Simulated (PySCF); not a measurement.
# BH4O4−: NMR shifts at several levels of theory

How much do the NMR shifts of BH4O4− (`O[B-](O)(O)O`) depend on the level of theory, and what does each level cost?

The runs use PySCF 2.14.0, with density-fitted response routines of our own; the level of theory stands in each step. All values are computed, except where a source is named. Atoms are numbered from 0 throughout.

## 1. The starting structure

9 atoms, charge -1, multiplicity 1; geometry from: GFN2-xTB.

Bonds of the start (Å): O0–B1 1.49, B1–O2 1.49, B1–O3 1.49, B1–O4 1.49, O0–H5 0.96, O2–H6 0.96, O3–H7 0.96, O4–H8 0.96.

## 2. Relaxing the molecule at PBE0-D3(BJ)/def2-SVP

The job: settings as JSON, then the geometry in Å.

```
{"job": {"xc": "PBE0", "basis": "def2-SVP", "d3": "d3bj", "grid": 1, "kind": "geom"}, "charge": -1, "multiplicity": 1}
O      0.132350     0.888450    -1.183430
B     -0.000260     0.000090     0.000370
O     -0.977760     0.622250     0.929700
O     -0.434450    -1.336940    -0.481050
O      1.279450    -0.173970     0.734920
H      0.116660     1.780440    -0.842410
H     -0.823160     0.216710     1.780420
H     -1.061980    -1.170730    -1.181530
H      1.777640    -0.821780     0.240620
```

The program printed:

```text
step   0  E = -327.74724555  max force = 0.010433
step   1  E = -327.74829206  max force = 0.001954
step   2  E = -327.74834817  max force = 0.000578
step   3  E = -327.74837801  max force = 0.000855
step   4  E = -327.74841255  max force = 0.001417
step   5  E = -327.74844202  max force = 0.001233
step   6  E = -327.74845227  max force = 0.000535
step   7  E = -327.74845310  max force = 0.000110
optimisation converged
```

Wall time 9.3 s (4 threads of Arm Neoverse V2, shared host).

Step by step:

| step | energy from step 0 (eV) | largest force component (eV/Å) |
| --- | --- | --- |
| 0 | 0.0000 | 0.5365 |
| 1 | -0.0285 | 0.1005 |
| 2 | -0.0300 | 0.0297 |
| 3 | -0.0308 | 0.0440 |
| 4 | -0.0318 | 0.0729 |
| 5 | -0.0326 | 0.0634 |
| 6 | -0.0328 | 0.0275 |
| 7 | -0.0329 | 0.0057 |

Distances of close pairs at the start and the end, largest changes first:

| bond | before (Å) | after (Å) | change (Å) |
| --- | --- | --- | --- |
| B1–O3 | 1.486 | 1.477 | -0.009 |
| B1–O4 | 1.486 | 1.477 | -0.009 |
| O0–B1 | 1.486 | 1.478 | -0.008 |
| B1–O2 | 1.485 | 1.478 | -0.008 |
| O2–H6 | 0.955 | 0.961 | +0.006 |
| O4–H8 | 0.955 | 0.961 | +0.006 |
| O3–H7 | 0.955 | 0.961 | +0.006 |
| O0–H5 | 0.955 | 0.961 | +0.006 |

The next job starts from the end point, and lists it.

| at the end point | value |
| --- | --- |
| point group (found at 0.08 Å tolerance) | S4 |
| rotational constants (GHz, main isotopes) | 5.086, 5.077, 4.566 |

## 3. Shielding tensors: PBE0/pcSseg-2

The job: settings as JSON, then the geometry in Å.

```
{"job": {"kind": "nmr", "xc": "PBE0", "basis": "pcSseg-2", "pop": false}, "charge": -1, "multiplicity": 1}
O      0.091752     0.916602    -1.155896
B     -0.002794    -0.000001    -0.000891
O     -0.959548     0.602221     0.950756
O     -0.402683    -1.318293    -0.533435
O      1.261233    -0.202262     0.736349
H     -0.040602     1.782948    -0.762254
H     -0.678972     0.245425     1.797543
H     -0.937969    -1.094080    -1.299091
H      1.678075    -0.928040     0.264528
```

Method: GIAO PBE0/pcSseg-2 NMR shielding, non-relativistic, gas phase.

The program printed:

```text
coarse grid: 7912 points
cycle   1  E = -327.8411144001  dE =  6.109e-01  |g| = 1.332e+00  |ddm| = 1.896e+00
cycle   2  E = -327.3955552115  dE =  4.456e-01  |g| = 2.049e+00  |ddm| = 2.231e+00
cycle   3  E = -328.1726836978  dE = -7.771e-01  |g| = 5.838e-02  |ddm| = 1.542e+00
cycle   4  E = -328.1733349275  dE = -6.512e-04  |g| = 2.396e-02  |ddm| = 6.660e-02
cycle   5  E = -328.1734474490  dE = -1.125e-04  |g| = 5.350e-03  |ddm| = 2.082e-02
cycle   6  E = -328.1734524586  dE = -5.010e-06  |g| = 9.098e-04  |ddm| = 3.437e-03
final grid: 77528 points
cycle   7  E = -328.1578175604  dE = -1.195e-04  |g| = 5.844e-03  |ddm| = 2.499e-02
cycle   8  E = -328.1578141277  dE =  3.433e-06  |g| = 7.114e-03  |ddm| = 5.504e-03
cycle   9  E = -328.1578222952  dE = -8.168e-06  |g| = 7.050e-04  |ddm| = 3.523e-03
cycle  10  E = -328.1578223676  dE = -7.244e-08  |g| = 2.417e-04  |ddm| = 5.155e-04
cycle  11  E = -328.1578223782  dE = -1.052e-08  |g| = 6.849e-05  |ddm| = 1.727e-04
cycle  12  E = -328.1578223788  dE = -6.884e-10  |g| = 2.347e-05  |ddm| = 4.310e-05
converged SCF energy = -328.1578223788

GIAO shielding tensors (ppm)
atom      isotropic    diamagn.    paramagn.     s11        s22        s33       span
  0 O      262.007     390.310    -128.303    214.678    254.512    316.832    102.154
  1 B       97.506     181.551     -84.045     93.835     94.002    104.682     10.847
  2 O      262.310     390.250    -127.939    214.834    254.707    317.390    102.556
  3 O      262.661     390.288    -127.627    215.663    254.853    317.467    101.804
  4 O      262.011     390.361    -128.350    214.242    254.427    317.364    103.122
  5 H       31.883      33.935      -2.052     24.395     29.289     41.966     17.571
  6 H       31.826      33.952      -2.126     24.283     29.333     41.861     17.578
  7 H       31.852      33.940      -2.088     24.324     29.306     41.926     17.602
  8 H       31.836      33.951      -2.115     24.323     29.294     41.892     17.569
```

It took 11 s on 4 threads of Arm Neoverse V2, shared host.

Shifts follow as δ = σ(reference) − σ, with reference shieldings (ppm) from runs at the same level and on the same kind of geometry: 1H TMS 31.25, 17O H2O 328.2, 11B BF3·OEt2 99.1. The references are single molecules in the gas phase, so shifts against H2O, NH3, PH3, H3PO4 or CFCl3 are not on the usual liquid scales and can be off by tens of ppm. Atoms listed in one row are averaged.

| atoms | environment | σ (ppm) | δ (ppm) |
| --- | --- | --- | --- |
| H5, H6, H7, H8 | hydrogen on an oxygen bonded to B | 31.85 | -0.60 |
| O0, O2, O3, O4 | oxygen bonded to B, H | 262.2 | 65.9 |
| B1 | boron bonded to 4 O | 97.5 | 1.6 |

## 4. Nuclear shieldings: PBE/pcSseg-2

Settings changed since step 3:

```diff
@@ -1,2 +1,2 @@
-{"job": {"kind": "nmr", "xc": "PBE0", "basis": "pcSseg-2", "pop": false}, "charge": -1, "multiplicity": 1}
+{"job": {"kind": "nmr", "xc": "PBE", "basis": "pcSseg-2", "pop": false}, "charge": -1, "multiplicity": 1}
 O      0.091752     0.916602    -1.155896
```

Level: GIAO PBE/pcSseg-2 NMR shielding, non-relativistic, gas phase.

The program printed:

```text
coarse grid: 7912 points
cycle   1  E = -327.7287507159  dE =  7.313e-01  |g| = 1.560e+00  |ddm| = 1.915e+00
cycle   2  E = -324.5183011840  dE =  3.210e+00  |g| = 3.872e+00  |ddm| = 2.089e+01
cycle   3  E = -328.1559744682  dE = -3.638e+00  |g| = 3.005e-01  |ddm| = 2.079e+01
cycle   4  E = -328.1689603139  dE = -1.299e-02  |g| = 2.453e-01  |ddm| = 4.623e-01
cycle   5  E = -328.1790031895  dE = -1.004e-02  |g| = 8.313e-02  |ddm| = 1.677e-01
cycle   6  E = -328.1801698934  dE = -1.167e-03  |g| = 2.001e-02  |ddm| = 5.834e-02
cycle   7  E = -328.1802405560  dE = -7.066e-05  |g| = 2.654e-03  |ddm| = 1.119e-02
cycle   8  E = -328.1802417972  dE = -1.241e-06  |g| = 3.291e-04  |ddm| = 1.973e-03
final grid: 77528 points
cycle   9  E = -328.1595523740  dE = -2.002e-04  |g| = 7.558e-03  |ddm| = 3.654e-02
cycle  10  E = -328.1595365099  dE =  1.586e-05  |g| = 1.211e-02  |ddm| = 9.924e-03
cycle  11  E = -328.1595605700  dE = -2.406e-05  |g| = 1.546e-03  |ddm| = 6.877e-03
cycle  12  E = -328.1595609340  dE = -3.640e-07  |g| = 4.277e-04  |ddm| = 1.212e-03
cycle  13  E = -328.1595609752  dE = -4.129e-08  |g| = 6.944e-05  |ddm| = 4.503e-04
cycle  14  E = -328.1595609755  dE = -2.722e-10  |g| = 6.148e-05  |ddm| = 6.839e-05
cycle  15  E = -328.1595609762  dE = -6.548e-10  |g| = 4.522e-06  |ddm| = 3.627e-05
converged SCF energy = -328.1595609762

GIAO shielding tensors (ppm)
atom      isotropic    diamagn.    paramagn.     s11        s22        s33       span
  0 O      256.291     390.300    -134.008    205.780    248.903    314.191    108.411
  1 B       91.119     182.049     -90.930     86.856     87.047     99.454     12.598
  2 O      256.684     390.242    -133.558    206.127    249.002    314.923    108.796
  3 O      257.061     390.275    -133.214    206.978    249.246    314.959    107.981
  4 O      256.298     390.347    -134.049    205.369    248.719    314.805    109.436
  5 H       31.891      34.312      -2.421     24.645     29.559     41.468     16.824
  6 H       31.827      34.327      -2.500     24.524     29.598     41.358     16.834
  7 H       31.857      34.314      -2.457     24.570     29.575     41.425     16.855
  8 H       31.842      34.326      -2.485     24.572     29.563     41.389     16.816
```

Run time: 10 s. Hardware: 4 threads of Arm Neoverse V2, shared host.

Key values: δ O0 71.3, B1 1.6, H5 -0.68 ppm (means over like atoms).

## 5. NMR shieldings: wB97X-D/pcSseg-2

Settings changed since step 4:

```diff
@@ -1,2 +1,2 @@
-{"job": {"kind": "nmr", "xc": "PBE", "basis": "pcSseg-2", "pop": false}, "charge": -1, "multiplicity": 1}
+{"job": {"kind": "nmr", "xc": "wB97X-D", "basis": "pcSseg-2", "pop": false}, "charge": -1, "multiplicity": 1}
 O      0.091752     0.916602    -1.155896
```

Method: GIAO wB97X-D/pcSseg-2 NMR shielding, non-relativistic, gas phase.

The program printed:

```text
coarse grid: 7912 points
cycle   1  E = -328.0934272941  dE =  5.969e-01  |g| = 1.354e+00  |ddm| = 1.877e+00
cycle   2  E = -328.0552845749  dE =  3.814e-02  |g| = 1.527e+00  |ddm| = 1.416e+00
cycle   3  E = -328.4304469647  dE = -3.752e-01  |g| = 4.625e-02  |ddm| = 7.111e-01
cycle   4  E = -328.4309504903  dE = -5.035e-04  |g| = 1.724e-02  |ddm| = 5.197e-02
cycle   5  E = -328.4310136378  dE = -6.315e-05  |g| = 3.803e-03  |ddm| = 1.784e-02
cycle   6  E = -328.4310166402  dE = -3.002e-06  |g| = 1.336e-03  |ddm| = 4.707e-03
final grid: 77528 points
cycle   7  E = -328.4088653434  dE = -8.517e-05  |g| = 7.054e-03  |ddm| = 1.988e-02
cycle   8  E = -328.4088649877  dE =  3.557e-07  |g| = 7.222e-03  |ddm| = 6.080e-03
cycle   9  E = -328.4088728725  dE = -7.885e-06  |g| = 3.499e-04  |ddm| = 2.818e-03
cycle  10  E = -328.4088729070  dE = -3.451e-08  |g| = 1.492e-04  |ddm| = 4.710e-04
cycle  11  E = -328.4088729118  dE = -4.791e-09  |g| = 6.699e-05  |ddm| = 1.491e-04
cycle  12  E = -328.4088729128  dE = -1.050e-09  |g| = 1.933e-05  |ddm| = 7.493e-05
cycle  13  E = -328.4088729129  dE = -1.098e-10  |g| = 4.208e-06  |ddm| = 2.869e-05
converged SCF energy = -328.4088729129

GIAO shielding tensors (ppm)
atom      isotropic    diamagn.    paramagn.     s11        s22        s33       span
  0 O      262.632     389.749    -127.117    214.978    255.263    317.656    102.678
  1 B       98.422     181.242     -82.820     94.864     95.031    105.370     10.506
  2 O      262.908     389.693    -126.785    215.052    255.490    318.183    103.132
  3 O      263.266     389.730    -126.465    215.910    255.605    318.281    102.371
  4 O      262.623     389.812    -127.189    214.508    255.194    318.167    103.659
  5 H       31.914      33.860      -1.946     24.437     29.314     41.990     17.553
  6 H       31.856      33.872      -2.016     24.328     29.357     41.885     17.557
  7 H       31.882      33.863      -1.980     24.368     29.329     41.950     17.582
  8 H       31.867      33.874      -2.007     24.366     29.318     41.916     17.550
```

It took 13 s on 4 threads of Arm Neoverse V2, shared host.

This run: δ O0 64.0, B1 1.5, H5 -0.52 ppm (means over like atoms).

## 6. NMR shieldings: KT2/pcSseg-2

Settings changed since step 5:

```diff
@@ -1,2 +1,2 @@
-{"job": {"kind": "nmr", "xc": "wB97X-D", "basis": "pcSseg-2", "pop": false}, "charge": -1, "multiplicity": 1}
+{"job": {"kind": "nmr", "xc": "KT2", "basis": "pcSseg-2", "pop": false}, "charge": -1, "multiplicity": 1}
 O      0.091752     0.916602    -1.155896
```

Method: GIAO KT2/pcSseg-2 NMR shielding, non-relativistic, gas phase.

The program printed:

```text
coarse grid: 7912 points
cycle   1  E = -332.7525370142  dE =  7.737e-01  |g| = 1.615e+00  |ddm| = 1.922e+00
cycle   2  E = -330.8115048738  dE =  1.941e+00  |g| = 3.385e+00  |ddm| = 4.649e+00
cycle   3  E = -333.2366378738  dE = -2.425e+00  |g| = 1.787e-01  |ddm| = 4.122e+00
cycle   4  E = -333.2430542287  dE = -6.416e-03  |g| = 1.157e-01  |ddm| = 3.161e-01
cycle   5  E = -333.2460059027  dE = -2.952e-03  |g| = 1.654e-02  |ddm| = 9.702e-02
cycle   6  E = -333.2460449540  dE = -3.905e-05  |g| = 6.508e-03  |ddm| = 8.900e-03
cycle   7  E = -333.2460493196  dE = -4.366e-06  |g| = 4.220e-03  |ddm| = 5.634e-03
cycle   8  E = -333.2460525034  dE = -3.184e-06  |g| = 1.794e-04  |ddm| = 2.440e-03
final grid: 77528 points
cycle   9  E = -333.2596620238  dE = -5.098e-04  |g| = 5.951e-03  |ddm| = 9.038e-02
cycle  10  E = -333.2596623743  dE = -3.506e-07  |g| = 4.927e-03  |ddm| = 1.047e-02
cycle  11  E = -333.2596680704  dE = -5.696e-06  |g| = 1.552e-03  |ddm| = 6.164e-03
cycle  12  E = -333.2596684724  dE = -4.020e-07  |g| = 6.432e-04  |ddm| = 1.338e-03
cycle  13  E = -333.2596685404  dE = -6.806e-08  |g| = 1.577e-04  |ddm| = 4.184e-04
cycle  14  E = -333.2596685442  dE = -3.769e-09  |g| = 5.575e-05  |ddm| = 9.988e-05
cycle  15  E = -333.2596685448  dE = -5.456e-10  |g| = 5.783e-06  |ddm| = 3.375e-05
converged SCF energy = -333.2596685448

GIAO shielding tensors (ppm)
atom      isotropic    diamagn.    paramagn.     s11        s22        s33       span
  0 O      256.896     388.657    -131.761    207.547    250.252    312.888    105.342
  1 B       96.022     183.557     -87.535     92.137     92.313    103.616     11.478
  2 O      257.277     388.587    -131.311    207.911    250.394    313.526    105.616
  3 O      257.658     388.622    -130.964    208.761    250.613    313.601    104.839
  4 O      256.889     388.697    -131.809    207.149    250.076    313.441    106.292
  5 H       32.007      34.068      -2.060     24.738     29.703     41.581     16.843
  6 H       31.947      34.082      -2.135     24.624     29.748     41.470     16.847
  7 H       31.976      34.069      -2.093     24.666     29.723     41.539     16.872
  8 H       31.960      34.082      -2.121     24.669     29.710     41.502     16.833
```

Wall time 10 s (4 threads of Arm Neoverse V2, shared host).

This run: δ O0 67.2, B1 2.3, H5 -0.80 ppm (means over like atoms).

## 7. NMR shieldings: HF/pcSseg-2

Settings changed since step 6:

```diff
@@ -1,2 +1,2 @@
-{"job": {"kind": "nmr", "xc": "KT2", "basis": "pcSseg-2", "pop": false}, "charge": -1, "multiplicity": 1}
+{"job": {"kind": "nmr", "xc": "HF", "basis": "pcSseg-2", "pop": false}, "charge": -1, "multiplicity": 1}
 O      0.091752     0.916602    -1.155896
```

With the program's defaults for keys left out, this is: GIAO HF/pcSseg-2 NMR shielding, non-relativistic, gas phase.

The program printed:

```text
final grid: 77528 points
cycle   1  E = -326.6049671920  dE =  4.609e-01  |g| = 9.542e-01  |ddm| = 1.882e+00
cycle   2  E = -326.7345499413  dE = -1.296e-01  |g| = 5.738e-01  |ddm| = 7.604e-01
cycle   3  E = -326.7855771810  dE = -5.103e-02  |g| = 4.898e-02  |ddm| = 2.467e-01
cycle   4  E = -326.7864354404  dE = -8.583e-04  |g| = 1.047e-02  |ddm| = 5.576e-02
cycle   5  E = -326.7864861633  dE = -5.072e-05  |g| = 2.363e-03  |ddm| = 1.645e-02
cycle   6  E = -326.7864891062  dE = -2.943e-06  |g| = 6.893e-04  |ddm| = 4.033e-03
cycle   7  E = -326.7864893341  dE = -2.279e-07  |g| = 2.326e-04  |ddm| = 1.051e-03
cycle   8  E = -326.7864893639  dE = -2.977e-08  |g| = 4.827e-05  |ddm| = 3.958e-04
cycle   9  E = -326.7864893649  dE = -1.015e-09  |g| = 2.359e-05  |ddm| = 8.559e-05
cycle  10  E = -326.7864893651  dE = -1.478e-10  |g| = 4.038e-06  |ddm| = 2.661e-05
converged SCF energy = -326.7864893651

GIAO shielding tensors (ppm)
atom      isotropic    diamagn.    paramagn.     s11        s22        s33       span
  0 O      273.274     390.474    -117.200    229.240    264.615    325.968     96.728
  1 B      112.373     177.702     -65.329    109.992    110.112    117.015      7.023
  2 O      273.521     390.439    -116.917    229.231    265.149    326.183     96.952
  3 O      273.787     390.474    -116.687    229.949    265.067    326.344     96.395
  4 O      273.307     390.553    -117.245    228.858    264.777    326.286     97.428
  5 H       32.021      33.515      -1.494     24.014     29.001     43.047     19.033
  6 H       31.969      33.531      -1.562     23.907     29.048     42.951     19.043
  7 H       31.991      33.523      -1.532     23.945     29.017     43.011     19.065
  8 H       31.975      33.532      -1.557     23.939     29.006     42.981     19.042
```

Run time: 5.2 s. Hardware: 4 threads of Arm Neoverse V2, shared host.

In short: δ O0 52.9, B1 2.1, H5 -0.31 ppm (means over like atoms).

## 8. Run by run: NMR shifts

Shifts (ppm), means over like atoms, with basis size and wall time:

| run | H5 | O0 | B1 | functions | time |
| --- | --- | --- | --- | --- | --- |
| PBE0/pcSseg-2 | -0.60 | 65.9 | 1.6 | 236 | 11 s |
| PBE/pcSseg-2 | -0.68 | 71.3 | 1.6 | 236 | 10 s |
| wB97X-D/pcSseg-2 | -0.52 | 64.0 | 1.5 | 236 | 13 s |
| KT2/pcSseg-2 | -0.80 | 67.2 | 2.3 | 236 | 10 s |
| HF/pcSseg-2 | -0.31 | 52.9 | 2.1 | 236 | 5.2 s |

## 9. Results

```
                                                               quantity                 value
                                                            point group                    S4
                                   rotational constants (main isotopes)  5.09, 5.08, 4.57 GHz
 1H shifts against TMS (PBE0/pcSseg-2, means over atoms taken as alike)             -0.60 ppm
17O shifts against H2O (PBE0/pcSseg-2, means over atoms taken as alike)              65.9 ppm
                            11B shifts against BF3·OEt2 (PBE0/pcSseg-2)               1.6 ppm
                                               range of the shift of O0      52.9 to 71.3 ppm
```

Single values in the summary come from the first run of each kind that ended normally (PBE0/pcSseg-2), which need not be the best level. The optimisation took 7 steps and gained 0.033 eV; among the close pairs (by a distance rule), B1–O3 changed most, from 1.486 to 1.477 Å. No frequency check was run at this level, so the end point may be a saddle. At PBE0/pcSseg-2: The largest span, 102 ppm, is at O0, O2, O3, O4, where the paramagnetic term is -128 ppm. Across the 5 runs the shift of O0 (with its like atoms) moves most, between 52.9 (HF/pcSseg-2) and 71.3 ppm (PBE/pcSseg-2).
